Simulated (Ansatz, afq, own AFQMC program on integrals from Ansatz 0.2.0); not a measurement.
**SiBrCl+ (doublet): AFQMC on the coupled-cluster ladder as a vertical ion, def2-TZVP**

How near does AFQMC come to the top of the ladder for SiBrCl+ (doublet)?

Computed with Ansatz 0.2.0, Gaussian basis, and an in-house AFQMC program (afq) on its integrals; all values are calculated. Level: def2-TZVP, frozen cores.

To be run: PBE (unrestricted); r2SCAN (unrestricted); CCSD(T) on UHF; PBE0 (unrestricted); B3LYP (unrestricted); CCSD(T) on UHF; wB97M-V (unrestricted); B2PLYP (unrestricted); CCSD(T) on UHF; Phaseless AFQMC, CISD trial on UHF.

2 further runs of the same task are left out: 2 that didn't finish.

## 1. The geometry

The geometry is that of the parent species, a PBE0/def2-SVP stationary point (not a proven minimum); the ion is not relaxed. No spin-orbit coupling is included. The filled d shell of Br may be among the frozen orbitals whatever the setting's name suggests; the logs give the count.

3 atoms, charge 1, spin multiplicity 2.

Atoms are counted from 1 here; the program's logs count them from 0.

Bond lengths: Cl1–Si2 2.091 Å, Si2–Br3 2.257 Å. Angles: Cl1–Si2–Br3 101.9°.

As a file:

```
Cl    0.7220    1.4325    0.5421
Si   -0.7702    0.2997   -0.3858
Br    0.0373   -1.7970   -0.1696
```

## 2. PBE (unrestricted)

in.yaml

```yaml
crystal:
  periodic: [false, false, false]
  atoms:
    - {symbol: Cl, position_ang: [0.722021, 1.432461, 0.542137]}
    - {symbol: Si, position_ang: [-0.770213, 0.299704, -0.385799]}
    - {symbol: Br, position_ang: [0.037292, -1.796965, -0.169638]}
basis:
  gaussian: {orbitals: def2-TZVP}
total_charge: 1
magnetization: {spin_polarized: true, initial_magnetization: 1}
hamiltonian: {xc: {name: PBE}}
output: {orbitals: {seedname: orbitals}}
```

On the command line:

```console
$ ansatz run in.yaml --threads 1 --pin off --events-out ev --progress --plain --max-ram 5632MiB --backend cpu
```

The log of the run:

```text
Functional definition: PBE
  name "PBE"
  cite "Perdew, Burke & Ernzerhof, Phys. Rev. Lett. 77, 3865 (1996) doi:10.1103/PhysRevLett.77.3865"
  parent pbe
  parameter kappa = 0.804
  parameter beta = 0.06672455060314922
  exchange = pbe_x(kappa = kappa, mu = beta*pi^2/3)
  correlation = pbe_c(beta = beta)
884 factors; their error is unknown
mean field evaluation 1: about -90415.8689 eV, gradient 2.6e1 eV
mean field evaluation 2: about -90378.2151 eV, gradient 8.0e1 eV
mean field evaluation 4: about -90418.5123 eV, gradient 1.4e1 eV
mean field evaluation 8: about -90419.8366 eV, gradient 1.4e-1 eV
mean field evaluation 16: about -90419.8085 eV, gradient 6.5e-4 eV
mean field evaluation 32: about -90419.8085 eV, gradient 2.1e-5 eV
mean field evaluation 64: about -90419.6853 eV, gradient 3.8e0 eV
mean field -90419.80847189 eV, -3322.8666725945 hartree, gradient 1.3e-5 eV, S^2 0.754379; 6 other end points of the search recorded, 0 dependent functions left out
reference -90419.80850288 eV, -3322.8666737334 hartree; 33, 32 occupied and 89, 90 virtual orbitals, 884 factors
Total energy: -90419.80850288 eV, -3322.8666737334 hartree
```

It took 9.5 s on 1 thread of AMD EPYC 7R13 (Zen 3), shared host; peak memory 1.9 GiB.

From the report: ⟨S²⟩ of the determinant 0.754 (pure doublet: 0.75).

## 3. r2SCAN (unrestricted)

in.yaml: that of step 2 with these lines changed.

```diff
@@ -10,3 +10,2 @@
 magnetization: {spin_polarized: true, initial_magnetization: 1}
-hamiltonian: {xc: {name: PBE}}
-output: {orbitals: {seedname: orbitals}}
+hamiltonian: {xc: {name: r2SCAN}}
```

Same command.

The log of the run (excerpt; [...] marks lines left out):

```text
Functional definition: r2SCAN
  name "r2SCAN"
  cite "Furness, Kaplan, Ning, Perdew & Sun, J. Phys. Chem. Lett. 11, 8208 (2020) doi:10.1021/acs.jpclett.0c02405"
  cite "Furness, Kaplan, Ning, Perdew & Sun, J. Phys. Chem. Lett. 11, 9248 (2020) doi:10.1021/acs.jpclett.0c03077"
  parent r2scan
[...]
884 factors; their error is unknown
[...]
mean field -90437.26861937 eV, -3323.5083211796 hartree, gradient 8.9e-5 eV, S^2 0.759151; 4 other end points of the search recorded, 0 dependent functions left out
reference -90437.26863029 eV, -3323.5083215809 hartree; 33, 32 occupied and 89, 90 virtual orbitals, 884 factors
Total energy: -90437.26863029 eV, -3323.5083215809 hartree
```

It took 20 s on 1 thread of AMD EPYC 7R13 (Zen 3), shared host; peak memory 1.9 GiB.

From the report: ⟨S²⟩ of the determinant 0.759 (pure doublet: 0.75).

## 4. CCSD(T) on UHF

in.yaml: that of step 3 with these lines changed.

```diff
@@ -10,2 +10,2 @@
 magnetization: {spin_polarized: true, initial_magnetization: 1}
-hamiltonian: {xc: {name: r2SCAN}}
+correlation: {method: ccsd_t, electrons: outside_noble_gas, hamiltonian_folder: ham}
```

On the command line:

```console
$ ansatz run in.yaml --threads 1 --pin off --events-out ev --progress --plain --max-ram 16896MiB --backend cuda --devices 0, --max-vram 18GiB
```

The log of the run (excerpt; [...] marks lines left out):

```text
Functional definition: HF
  name "HF"
  cite "Fock, Z. Phys. 61, 126 (1930) doi:10.1007/BF01340294"
  parent pbe
[...]
762 factors; integrals over basis functions are off by at most 7.4e-4 eV
[...]
mean field -90358.21653838 eV, -3320.6032107866 hartree, gradient 8.9e-6 eV, S^2 0.780463; 8 other end points of the search recorded, 0 dependent functions left out
determinant -90358.21653838 eV, -3320.6032107866 hartree, with singles and doubles -90370.50729715 eV, -3321.0548878404 hartree
determinant -90356.83975558 eV, -3320.5526149520 hartree, with singles and doubles -90369.08144508 eV, -3321.0024887433 hartree
determinant -90356.02116644 eV, -3320.5225323556 hartree, with singles and doubles -90368.37844770 eV, -3320.9766540661 hartree
determinant -90355.51976961 eV, -3320.5041063623 hartree, with singles and doubles -90367.00897337 eV, -3320.9263268128 hartree
24 core orbitals not correlated: weight in the atoms' cores, before any rotation towards them, 1.000 or more for the frozen orbitals, at most 0.000 for the correlated occupied ones
reference -90358.21653838 eV, -3320.6032107866 hartree; 9, 8 occupied and 89, 90 virtual orbitals, 762 factors
second order -11.24197500 eV of doubles, -0.00000000 eV of singles
cycle   1  -12.22904404 eV  change   -4.3e-1 eV  update   2.0e-2
[...]
cycle  12  -12.25364810 eV  change    9.4e-6 eV  update   2.1e-5
perturbative correction -0.63610483 eV, -0.0233764214 hartree
Total energy: -90371.10629132 eV, -3321.0769004700 hartree
```

It took 32 s on 1 × NVIDIA H100 80GB HBM3 with 1 thread of AMD EPYC 7R13 (Zen 3), shared host; peak host memory 1.9 GiB.

From the report: ⟨S²⟩ of the determinant 0.780 (pure doublet: 0.75); correlation -12.8898 eV; T1 0.024; largest double amplitude 0.04.

This run also writes the integrals to the folder ham.

## 5. PBE0 (unrestricted)

in.yaml: that of step 4 with these lines changed.

```diff
@@ -10,2 +10,3 @@
 magnetization: {spin_polarized: true, initial_magnetization: 1}
-correlation: {method: ccsd_t, electrons: outside_noble_gas, hamiltonian_folder: ham}
+hamiltonian: {xc: {name: PBE0}}
+output: {orbitals: {seedname: orbitals}}
```

On the command line:

```console
$ ansatz run in.yaml --threads 1 --pin off --events-out ev --progress --plain --max-ram 5632MiB --backend cpu
```

The log of the run (excerpt; [...] marks lines left out):

```text
Functional definition: PBE0
  name "PBE0"
  cite "Adamo & Barone, J. Chem. Phys. 110, 6158 (1999) doi:10.1063/1.478522"
  cite "Perdew, Burke & Ernzerhof, Phys. Rev. Lett. 77, 3865 (1996) doi:10.1103/PhysRevLett.77.3865"
  parent pbe
[...]
762 factors; integrals over basis functions are off by at most 7.4e-4 eV
[...]
mean field -90423.63673578 eV, -3323.0073586975 hartree, gradient 4.7e-5 eV, S^2 0.758722; 3 other end points of the search recorded, 0 dependent functions left out
reference -90423.63675915 eV, -3323.0073595563 hartree; 33, 32 occupied and 89, 90 virtual orbitals, 762 factors
Total energy: -90423.63675915 eV, -3323.0073595563 hartree
```

Wall time 7 s (1 thread of AMD EPYC 7R13 (Zen 3), shared host); peak memory 1.9 GiB.

From the report: ⟨S²⟩ of the determinant 0.759 (pure doublet: 0.75).

## 6. B3LYP (unrestricted)

in.yaml: that of step 5 with these lines changed.

```diff
@@ -10,3 +10,2 @@
 magnetization: {spin_polarized: true, initial_magnetization: 1}
-hamiltonian: {xc: {name: PBE0}}
-output: {orbitals: {seedname: orbitals}}
+hamiltonian: {xc: {name: B3LYP}}
```

Launched as before.

The log of the run (excerpt; [...] marks lines left out):

```text
Functional definition: B3LYP
  name "B3LYP"
  cite "Stephens, Devlin, Chabalowski & Frisch, J. Phys. Chem. 98, 11623 (1994) doi:10.1021/j100096a001"
  cite "Becke, Phys. Rev. A 38, 3098 (1988) doi:10.1103/PhysRevA.38.3098"
  cite "Lee, Yang & Parr, Phys. Rev. B 37, 785 (1988) doi:10.1103/PhysRevB.37.785"
  cite "Vosko, Wilk & Nusair, Can. J. Phys. 58, 1200 (1980) doi:10.1139/p80-159"
[...]
937 factors; their error is unknown
[...]
mean field -90440.80364294 eV, -3323.6382308996 hartree, gradient 3.1e-5 eV, S^2 0.756589; 3 other end points of the search recorded, 0 dependent functions left out
reference -90440.80385585 eV, -3323.6382387239 hartree; 33, 32 occupied and 89, 90 virtual orbitals, 937 factors
Total energy: -90440.80385585 eV, -3323.6382387239 hartree
```

It took 7 s on 1 thread of AMD EPYC 7R13 (Zen 3), shared host; peak memory 1.9 GiB.

From the report: ⟨S²⟩ of the determinant 0.757 (pure doublet: 0.75).

## 7. CCSD(T) on UHF

in.yaml: that of step 6 with these lines changed.

```diff
@@ -7,5 +7,5 @@
 basis:
-  gaussian: {orbitals: def2-TZVP}
+  gaussian: {orbitals: def2-TZVPP}
 total_charge: 1
 magnetization: {spin_polarized: true, initial_magnetization: 1}
-hamiltonian: {xc: {name: B3LYP}}
+correlation: {method: ccsd_t, electrons: outside_noble_gas}
```

On the command line:

```console
$ ansatz run in.yaml --threads 1 --pin off --events-out ev --progress --plain --max-ram 16896MiB --backend cuda --devices 0, --max-vram 18GiB
```

The log of the run (excerpt; [...] marks lines left out):

```text
Functional definition: HF
  name "HF"
  cite "Fock, Z. Phys. 61, 126 (1930) doi:10.1007/BF01340294"
  parent pbe
[...]
829 factors; integrals over basis functions are off by at most 6.5e-4 eV
[...]
mean field -90358.22273207 eV, -3320.6034384004 hartree, gradient 5.2e-6 eV, S^2 0.780542; 8 other end points of the search recorded, 0 dependent functions left out
determinant -90358.22273207 eV, -3320.6034384004 hartree, with singles and doubles -90370.61430378 eV, -3321.0588202614 hartree
determinant -90356.85002037 eV, -3320.5529921759 hartree, with singles and doubles -90369.19358922 eV, -3321.0066099643 hartree
determinant -90356.03219910 eV, -3320.5229377984 hartree, with singles and doubles -90368.48878021 eV, -3320.9807087109 hartree
determinant -90355.52648577 eV, -3320.5043531765 hartree, with singles and doubles -90367.11568412 eV, -3320.9302483604 hartree
24 core orbitals not correlated: weight in the atoms' cores, before any rotation towards them, 1.000 or more for the frozen orbitals, at most 0.000 for the correlated occupied ones
reference -90358.22273207 eV, -3320.6034384004 hartree; 9, 8 occupied and 99, 100 virtual orbitals, 829 factors
second order -11.36402037 eV of doubles, -0.00000000 eV of singles
cycle   1  -12.32511203 eV  change   -4.5e-1 eV  update   2.0e-2
[...]
cycle  13  -12.35441914 eV  change   -9.7e-7 eV  update   8.2e-6
perturbative correction -0.64178654 eV, -0.0235852204 hartree
Total energy: -90371.21893775 eV, -3321.0810401502 hartree
```

It took 29 s on 1 × NVIDIA H100 80GB HBM3 with 1 thread of AMD EPYC 7R13 (Zen 3), shared host; peak host memory 1.9 GiB.

From the report: ⟨S²⟩ of the determinant 0.781 (pure doublet: 0.75); correlation -12.9962 eV; T1 0.024; largest double amplitude 0.04.

## 8. wB97M-V (unrestricted)

in.yaml: that of step 7 with these lines changed.

```diff
@@ -7,5 +7,6 @@
 basis:
-  gaussian: {orbitals: def2-TZVPP}
+  gaussian: {orbitals: def2-TZVP}
 total_charge: 1
 magnetization: {spin_polarized: true, initial_magnetization: 1}
-correlation: {method: ccsd_t, electrons: outside_noble_gas}
+hamiltonian: {xc: {name: wB97M-V}}
+output: {orbitals: {seedname: orbitals}}
```

On the command line:

```console
$ ansatz run in.yaml --threads 1 --pin off --events-out ev --progress --plain --max-ram 5632MiB --backend cpu
```

The log of the run (excerpt; [...] marks lines left out):

```text
Functional definition: wB97M-V
  name "wB97M-V"
  cite "Mardirossian & Head-Gordon, J. Chem. Phys. 144, 214110 (2016) doi:10.1063/1.4952647"
  cite "Becke, J. Chem. Phys. 107, 8554 (1997) doi:10.1063/1.475007"
  cite "Vydrov & Van Voorhis, J. Chem. Phys. 133, 244103 (2010) doi:10.1063/1.3521275"
  # Of w^i u^j: cxij and so on, Table III.
[...]
  gx(w, u) = 1 - cx + cx01*u + cx10*w
  gss(w, u) = css00 + css04*u^4 + css10*w + css20*w^2 + css43*w^4*u^3
  gos(w, u) = cos00 + cos10*w + (cos20 + cos21*u)*w^2 + (cos60 + cos61*u)*w^6
[...]
      + integral(e_c_pw_mod_opposite_spin*gos(b97_w_opposite, b97_u_opposite)) + vv10(b, c)
923 factors; their error is unknown
145 factors; integrals over basis functions are off by at most 6.8e-5 eV
[...]
mean field -90434.18661363 eV, -3323.3950595576 hartree, gradient 5.0e-5 eV, S^2 0.757454; 3 other end points of the search recorded, 0 dependent functions left out
reference -90434.18665017 eV, -3323.3950609006 hartree; 33, 32 occupied and 89, 90 virtual orbitals, 923 factors
Total energy: -90434.18665017 eV, -3323.3950609006 hartree
```

Wall time 24 s (1 thread of AMD EPYC 7R13 (Zen 3), shared host); peak memory 1.9 GiB.

From the report: ⟨S²⟩ of the determinant 0.757 (pure doublet: 0.75).

## 9. B2PLYP (unrestricted)

in.yaml: that of step 8 with these lines changed.

```diff
@@ -10,3 +10,3 @@
 magnetization: {spin_polarized: true, initial_magnetization: 1}
-hamiltonian: {xc: {name: wB97M-V}}
-output: {orbitals: {seedname: orbitals}}
+hamiltonian: {xc: {name: B2PLYP}}
+correlation: {electrons: outside_noble_gas}
```

Launched as before.

The log of the run (excerpt; [...] marks lines left out):

```text
Functional definition: B2PLYP
  name "B2PLYP"
  cite "Grimme, J. Chem. Phys. 124, 034108 (2006) doi:10.1063/1.2148954"
  cite "Becke, Phys. Rev. A 38, 3098 (1988) doi:10.1103/PhysRevA.38.3098"
  cite "Lee, Yang & Parr, Phys. Rev. B 37, 785 (1988) doi:10.1103/PhysRevB.37.785"
[...]
762 factors; integrals over basis functions are off by at most 7.4e-4 eV
[...]
mean field -90417.18848903 eV, -3322.7703900002 hartree, gradient 3.9e-6 eV, S^2 0.765780; 2 other end points of the search recorded, 0 dependent functions left out
24 core orbitals not correlated: weight in the atoms' cores, before any rotation towards them, 1.000 or more for the frozen orbitals, at most 0.000 for the correlated occupied ones
reference -90417.18862461 eV, -3322.7703949828 hartree; 9, 8 occupied and 89, 90 virtual orbitals, 762 factors
second order -14.13623049 eV of doubles, -0.00000000 eV of singles
Total energy: -90421.00540684 eV, -3322.9106591427 hartree
```

It took 8.5 s on 1 thread of AMD EPYC 7R13 (Zen 3), shared host; peak memory 1.9 GiB.

From the report: ⟨S²⟩ of the determinant 0.766 (pure doublet: 0.75).

## 10. CCSD(T) on UHF

in.yaml: that of step 9 with these lines changed.

```diff
@@ -7,6 +7,5 @@
 basis:
-  gaussian: {orbitals: def2-TZVP}
+  gaussian: {orbitals: "def2-QZVPP.json"}
 total_charge: 1
 magnetization: {spin_polarized: true, initial_magnetization: 1}
-hamiltonian: {xc: {name: B2PLYP}}
-correlation: {electrons: outside_noble_gas}
+correlation: {method: ccsd_t, electrons: outside_noble_gas}
```

On the command line:

```console
$ ansatz run in.yaml --threads 1 --pin off --events-out ev --progress --plain --max-ram 16896MiB --backend cuda --devices 0, --max-vram 18GiB
```

The log of the run (excerpt; [...] marks lines left out):

```text
Functional definition: HF
  name "HF"
  cite "Fock, Z. Phys. 61, 126 (1930) doi:10.1007/BF01340294"
  parent pbe
[...]
1430 factors; integrals over basis functions are off by at most 4.3e-4 eV
[...]
mean field -90360.14736717 eV, -3320.6741674359 hartree, gradient 3.4e-6 eV, S^2 0.780842; 8 other end points of the search recorded, 0 dependent functions left out
determinant -90360.14736717 eV, -3320.6741674359 hartree, with singles and doubles -90373.70443669 eV, -3321.1723805513 hartree
determinant -90358.78509909 eV, -3320.6241050073 hartree, with singles and doubles -90372.27323219 eV, -3321.1197847562 hartree
determinant -90357.96474031 eV, -3320.5939573782 hartree, with singles and doubles -90371.55289342 eV, -3321.0933127946 hartree
determinant -90357.47088361 eV, -3320.5758084791 hartree, with singles and doubles -90370.16363673 eV, -3321.0422585527 hartree
24 core orbitals not correlated: weight in the atoms' cores, before any rotation towards them, 1.000 or more for the frozen orbitals, at most 0.000 for the correlated occupied ones
reference -90360.14736717 eV, -3320.6741674359 hartree; 9, 8 occupied and 196, 197 virtual orbitals, 1430 factors
second order -12.51390724 eV of doubles, -0.00000000 eV of singles
cycle   1  -13.35999681 eV  change    -1.1e0 eV  update   2.4e-2
[...]
cycle  13  -13.40121734 eV  change   -1.1e-5 eV  update   8.1e-6
perturbative correction -0.74012239 eV, -0.0271989961 hartree
Total energy: -90374.28870690 eV, -3321.1938520854 hartree
```

Wall time 24 s (1 × NVIDIA H100 80GB HBM3 with 1 thread of AMD EPYC 7R13 (Zen 3), shared host); peak host memory 1.9 GiB.

From the report: ⟨S²⟩ of the determinant 0.781 (pure doublet: 0.75); correlation -14.1413 eV; T1 0.023; largest double amplitude 0.04.

## 11. Phaseless AFQMC, CISD trial on UHF

It reads the integrals that the CCSD(T) run on this determinant wrote.

On the command line:

```console
$ afq ham --method phaseless --trial cisd --walkers 1600 --populations 20 --least-time 60 --time-step 0.005 --steps-per-block 50 --equilibration-blocks 28 --max-blocks 4000 --target-error 0.00024 --factor-cut 1e-05 --start spin_pure --seed 2898 --release-times 0.24,0.51,0.99,1.5 --release-step 0.03 --release-every 4 --taylor-order 6
```

The log of the run:

```text
orbitals 98  electrons 9 8  factors 701 of 762
reference energy -3320.60321079 Eh
CCSD correlation -0.45031336 Eh in 17 cycles, weight of the determinant in the CISD state 0.8064
energy of the start -3321.051264 Eh
 block  time / (1/Eh)  mean weight  energy / Eh
     1     0.250  0.9990  -3321.041137
     2     0.500  0.9996  -3321.048365
     3     0.750  0.9999  -3321.056418
     4     1.000  1.0002  -3321.062330
     5     1.250  1.0000  -3321.067814
     6     1.500  1.0010  -3321.070652
     7     1.750  0.9997  -3321.074695
     8     2.000  1.0001  -3321.074389
     9     2.250  0.9995  -3321.074288
    10     2.500  1.0002  -3321.076489
    13     3.250  1.0000  -3321.078437
    16     4.000  1.0007  -3321.080979
    19     4.750  0.9995  -3321.080436
    22     5.500  0.9998  -3321.077806
    25     6.250  1.0005  -3321.080267
    28     7.000  1.0000  -3321.082886
    31     7.750  0.9998  -3321.081477
    34     8.500  0.9993  -3321.081209
    37     9.250  1.0003  -3321.081743
    40    10.000  1.0001  -3321.081113
    43    10.750  0.9999  -3321.079564
    46    11.500  1.0003  -3321.081968
    49    12.250  0.9996  -3321.082410
    52    13.000  0.9998  -3321.080217
    55    13.750  0.9997  -3321.080211
    58    14.500  1.0004  -3321.079093
    61    15.250  1.0012  -3321.082563
    64    16.000  1.0002  -3321.080961
    67    16.750  0.9997  -3321.080119
    70    17.500  0.9997  -3321.082234
    73    18.250  1.0007  -3321.078498
    76    19.000  1.0003  -3321.080510
    79    19.750  0.9998  -3321.079475
    82    20.500  1.0009  -3321.083112
    85    21.250  0.9999  -3321.080784
    88    22.000  0.9992  -3321.079492
    91    22.750  1.0005  -3321.077514
    94    23.500  1.0000  -3321.079347
    97    24.250  1.0001  -3321.079032
   100    25.000  1.0003  -3321.080105
   103    25.750  1.0007  -3321.080111
   106    26.500  0.9998  -3321.080234
   109    27.250  1.0005  -3321.079273
   112    28.000  0.9993  -3321.079229
   115    28.750  1.0000  -3321.080292
   118    29.500  0.9991  -3321.077788
error from the spread of 20 populations
released: time / (1/Eh)  energy / Eh  error  mean overlap
  0.24  -3321.080458  0.000475  0.9983
  0.51  -3321.080402  0.000415  1.0034
  0.99  -3321.081550  0.000449  0.9858
  1.50  -3321.081150  0.000781  0.9823
energy -3321.080323 +/- 0.000460 Eh
```

It took 4.2 min on 1 × NVIDIA H100 80GB HBM3 with 2 threads of AMD EPYC 7R13 (Zen 3), shared host; peak host memory 1.9 GiB.

Energy -90371.1994 ± 0.0125 eV. Caveats: constraint bias not in the error; error above the target.

## 12. AFQMC on the ladder

On the UHF determinant, counted from CCSD(T) (a yardstick, not exact):

| level | energy (eV) | from CCSD(T) (kJ/mol) | statistical error (kJ/mol) | time |
| --- | --- | --- | --- | --- |
| HF | -90358.2165 | +1243.7 |  |  |
| MP2 | -90369.4585 | +159.0 |  |  |
| CCSD | -90370.4702 | +61.4 |  |  |
| CCSD(T) | -90371.1063 | 0.0 |  |  |
| Phaseless AFQMC, CISD trial, step 0.005, 1600 walkers | -90371.1994 | -9.0 | 1.2 | 4.2 min |

The functionals' totals stand on their own zeros and serve differences with other points: PBE -90419.809 eV; r2SCAN -90437.269 eV; PBE0 -90423.637 eV; B3LYP -90440.804 eV; wB97M-V -90434.187 eV; B2PLYP -90421.005 eV.

## 13. What came out

| quantity | value |
| --- | --- |
| Phaseless AFQMC, CISD trial on UHF from CCSD(T) | -9.0 ± 1.2 kJ/mol |

**Reading.** On UHF the phaseless walk with the CISD trial lies -9.0 kJ/mol from CCSD(T), 7 times its error bar. Error bars are statistical and leave out the constraint, the time step and what remains of the start.
